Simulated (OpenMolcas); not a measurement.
**CH4ClGeO (SMILES [CH3][Ge]([OH])[Cl]): levels of theory compared**

We compute a comparison of 5 runs (UHF/STO-3G, U-r2SCAN/6-31G*, UBHLYP/6-31G*, UBLYP/6-31G*, UPBE/6-31G*) of CH4ClGeO. 

The calculation is run with OpenMolcas 26.06.

1 further run of the same task is left out (set aside as unsound or not needed).

### Step 1. The structure to begin with

The species is CH4ClGeO (8 atoms), meant as a doublet with charge 0. SMILES: `[CH3][Ge]([OH])[Cl]`. The Ge2–O3 distance was set to 2.313 Å, away from the relaxed value.

Bond lengths: C1–Ge2 1.958 Å, Ge2–Cl4 2.184 Å, C1–H5 1.090 Å, C1–H6 1.092 Å, C1–H7 1.089 Å, O3–H8 0.961 Å. Angles: C1–Ge2–Cl4 109.0°, Ge2–C1–H5 109.2°, Ge2–C1–H6 107.2°, Ge2–C1–H7 109.9°, H5–C1–H6 110.0°, H5–C1–H7 110.2°, H6–C1–H7 110.2°. A long bond or contact: Ge2–O3 2.313 Å.

### Step 2. The energy at UHF/STO-3G (run 1)

Input file mol.input:

```
&GATEWAY
BasLib
$CurrDir
BasisSet
C.STO-3G....
C1 -0.342823 1.520425 -0.228087 angstrom
End of Basis
BasisSet
Ge.STO-3G....
Ge2 -1.074323 -0.268175 0.090513 angstrom
End of Basis
BasisSet
O.STO-3G....
O3 0.714600 -1.504600 0.880000 angstrom
End of Basis
BasisSet
Cl.STO-3G....
Cl4 -1.659923 -1.146775 -1.821587 angstrom
End of Basis
BasisSet
H.STO-3G....
H5 0.006677 1.937725 0.715913 angstrom
H6 0.494077 1.407925 -0.919787 angstrom
H7 -1.107623 2.161525 -0.663087 angstrom
H8 0.584600 -2.453200 0.797100 angstrom
End of Basis
&SEWARD
&SCF
UHF
Spin
2
Thresholds
1e-10 1e-07 1e-07 1e-05
PrOrbitals
0
```

The basis set STO-3G is read from a file made from the Basis Set Exchange's data (not shown).

Run with:

```sh
export MOLCAS_MEM=1860
pymolcas mol.input > mol.log
```

The program printed:

```text
--- Start Module: gateway ---
[...]
--- Stop Module: gateway /rc=_RC_ALL_IS_WELL_ ---
--- Start Module: seward ---
[...]
      Basis functions           41
--- Stop Module: seward /rc=_RC_ALL_IS_WELL_ ---
[...]
--- Start Module: scf ---
[...]
       Convergence after  29 Iterations
[...]
::    Total SCF energy                              -2619.8935779815
[...]
      Total spin, S                                     0.6161693512
[...]
      Total electronic charge=   67.000000
      Total            charge=   -0.000000
[...]
      Dipole Moment (debye):
      Origin of the operator (angstrom)=   -0.9237   -0.4447   -0.3246
                   X=  9.8612E-01               Y=  4.4849E-01               Z=  2.3427E+00           Total=  2.5811E+00
      Quadrupole Moment (debye*angstrom):
[...]
--- Stop Module: scf /rc=_RC_ALL_IS_WELL_ ---
[...]
```

It took 3.9 s on 1 thread of Intel Xeon Platinum 8259CL at 2.50GHz (Skylake/Cascade Lake), shared host; peak memory 0.38 GiB.

### Step 3. A single-point energy at U-r2SCAN/6-31G(d) (spherical functions) (run 2)

Input file mol.xyz:

```xyz
8

C     -0.342823     1.520425    -0.228087
Ge    -1.074323    -0.268175     0.090513
O      0.714600    -1.504600     0.880000
Cl    -1.659923    -1.146775    -1.821587
H      0.006677     1.937725     0.715913
H      0.494077     1.407925    -0.919787
H     -1.107623     2.161525    -0.663087
H      0.584600    -2.453200     0.797100
```

Input file mol.input:

```
&GATEWAY
  BasLib
  $CurrDir
  Coord
  mol.xyz
  Basis
  6-31Gs
  Group
  NoSym

&SEWARD
  GridInput
  Grid=UltraFine
  End of Grid

&SCF
  UHF
  Spin
  2
  KSDFT
  2
  1.0 MGGA_X_R2SCAN
  1.0 MGGA_C_R2SCAN
  Thresholds
  1e-10 1e-07 1e-07 1e-05
  PrOrbitals
  1 1
```

The basis set 6-31G* is read from a file made from the Basis Set Exchange's data (not shown).

Run with:

```sh
export MOLCAS_MEM=1860
pymolcas mol.input > mol.log
```

The program printed:

```text
--- Start Module: gateway ---
[...]
--- Stop Module: gateway /rc=_RC_ALL_IS_WELL_ ---
--- Start Module: seward ---
[...]
      Basis functions           86
--- Stop Module: seward /rc=_RC_ALL_IS_WELL_ ---
[...]
--- Start Module: scf ---
[...]
       Convergence after  22 Iterations
[...]
::    Total KS-DFT energy                           -2652.5119588737
[...]
      Total spin, S                                     0.5064140111
[...]
      Total electronic charge=   67.000000
      Total            charge=   -0.000000
[...]
      Dipole Moment (debye):
      Origin of the operator (angstrom)=   -0.9237   -0.4447   -0.3246
                   X= -7.7075E-01               Y=  1.9215E+00               Z=  3.5325E-01           Total=  2.1003E+00
      Quadrupole Moment (debye*angstrom):
[...]
--- Stop Module: scf /rc=_RC_ALL_IS_WELL_ ---
[...]
```

Wall time 82 s (1 thread of Intel Xeon Platinum 8259CL at 2.50GHz (Skylake/Cascade Lake), shared host); peak memory 0.47 GiB.

Run 3 isn't shown in full; the table further down has it.

### Step 4. The energy at UBLYP/6-31G(d) (spherical functions) (run 4)

Input file mol.inp:

```
* CH4ClGeO Kohn-Sham DFT

&GATEWAY
  BasLib = $CurrDir
  Coord
  8
  angstrom
  C       -0.342823       1.520425      -0.228087
  Ge      -1.074323      -0.268175       0.090513
  O        0.714600      -1.504600       0.880000
  Cl      -1.659923      -1.146775      -1.821587
  H        0.006677       1.937725       0.715913
  H        0.494077       1.407925      -0.919787
  H       -1.107623       2.161525      -0.663087
  H        0.584600      -2.453200       0.797100
  Basis = 6-31Gs
  Group = NoSym

&SEWARD
  GridInput
  Grid=UltraFine
  End of Grid

&SCF
  UHF
  Spin = 2
  KSDFT = BLYP
  Thresholds = 1e-10 1e-07 1e-07 1e-05
  PrOrbitals = 0
```

The basis set 6-31G* is read from a file made from the Basis Set Exchange's data (not shown).

Run with:

```sh
export MOLCAS_MEM=1860
pymolcas mol.inp > mol.log
```

The program printed:

```text
--- Start Module: gateway ---
[...]
--- Stop Module: gateway /rc=_RC_ALL_IS_WELL_ ---
--- Start Module: seward ---
[...]
      Basis functions           86
--- Stop Module: seward /rc=_RC_ALL_IS_WELL_ ---
[...]
--- Start Module: scf ---
[...]
       Convergence after  22 Iterations
[...]
::    Total KS-DFT energy                           -2652.6408267734
[...]
      Total spin, S                                     0.5020591362
[...]
      Total electronic charge=   67.000000
      Total            charge=   -0.000000
[...]
      Dipole Moment (debye):
      Origin of the operator (angstrom)=   -0.9237   -0.4447   -0.3246
                   X= -5.7697E-01               Y=  1.7862E+00               Z=  3.0310E-01           Total=  1.9014E+00
      Quadrupole Moment (debye*angstrom):
[...]
--- Stop Module: scf /rc=_RC_ALL_IS_WELL_ ---
[...]
```

Wall time 53 s (1 thread of Intel Xeon Platinum 8259CL at 2.50GHz (Skylake/Cascade Lake), shared host); peak memory 0.47 GiB.

### Step 5. The energy at UPBE/6-31G(d) (spherical functions) (run 5)

Input file run.inp:

```
&GATEWAY
  BasLib=$CurrDir
  Coord
  8
  bohr
  C     -0.64784158     2.87318684    -0.43102196
  Ge    -2.03017624    -0.50677730     0.17104478
  O      1.35039829    -2.84328193     1.66295899
  Cl    -3.13679986    -2.16709068    -3.44230054
  H      0.01261770     3.66176955     1.35287950
  H      0.93367021     2.66059265    -1.73814552
  H     -2.09310412     4.08469026    -1.25305283
  H      1.10473389    -4.63587613     1.50630069
  Basis=6-31Gs
  Group=NoSym

&SEWARD
  GridInput
  Grid=UltraFine
  End of Grid

&SCF
  UHF
  Spin=2
  KSDFT=PBE
  Thresholds=1e-10 1e-07 1e-07 1e-05
  PrOrbitals=1 2
```

The basis set 6-31G* is read from a file made from the Basis Set Exchange's data (not shown).

Run with:

```sh
export MOLCAS_MEM=1860
pymolcas run.inp > run.log
```

The program printed:

```text
--- Start Module: gateway ---
[...]
--- Stop Module: gateway /rc=_RC_ALL_IS_WELL_ ---
--- Start Module: seward ---
[...]
      Basis functions           86
--- Stop Module: seward /rc=_RC_ALL_IS_WELL_ ---
[...]
--- Start Module: scf ---
[...]
       Convergence after  21 Iterations
[...]
::    Total KS-DFT energy                           -2651.9854093122
[...]
      Total spin, S                                     0.5022409361
[...]
      Total electronic charge=   67.000000
      Total            charge=   -0.000000
[...]
      Dipole Moment (debye):
      Origin of the operator (angstrom)=   -0.9237   -0.4447   -0.3246
                   X= -5.9032E-01               Y=  1.8266E+00               Z=  2.9337E-01           Total=  1.9419E+00
      Quadrupole Moment (debye*angstrom):
[...]
--- Stop Module: scf /rc=_RC_ALL_IS_WELL_ ---
[...]
```

It took 53 s on 1 thread of Intel Xeon Platinum 8259CL at 2.50GHz (Skylake/Cascade Lake), shared host; peak memory 0.47 GiB.

### Step 6. Overview of the runs

```tsv
run	level	integration grid	energy (Eh)	dipole moment (D)	HOMO energy (eV)	LUMO energy (eV)	wall time
1	UHF/STO-3G	–	-2619.893578	2.58	-6.65	4.21	3.9 s
2	U-r2SCAN/6-31G* (spherical functions)	UltraFine	-2652.511959	2.10	-5.96	-4.38	82 s
3	UBHLYP/6-31G* (spherical functions)	UltraFine	-2652.524510	2.26	-7.92	-2.87	51 s
4	UBLYP/6-31G* (spherical functions)	UltraFine	-2652.640827	1.90	-5.31	-4.47	53 s
5	UPBE/6-31G* (spherical functions)	UltraFine	-2651.985409	1.94	-5.50	-4.54	53 s
```

### Step 7. What came out

```
                                 quantity           value
                      run 5: total energy  -2651.98541 Eh
                     run 5: dipole moment          1.94 D
run 5: HOMO energy (highest over α and β)        -5.50 eV
 run 5: LUMO energy (lowest over α and β)        -4.54 eV
                              run 5: ⟨S²⟩           0.754
```

**Reading.** The dipole moment (its size) runs from 1.90 D (UBLYP/6-31G*) to 2.58 D (UHF/STO-3G). The two ends differ in method and basis. Totals of different functionals can't be ranked against each other. In run 1 the basis is minimal, so the values are rough. Spin contamination of the reference: run 1 ⟨S²⟩ = 1.00. All runs together took 4.1 min, the longest 82 s.
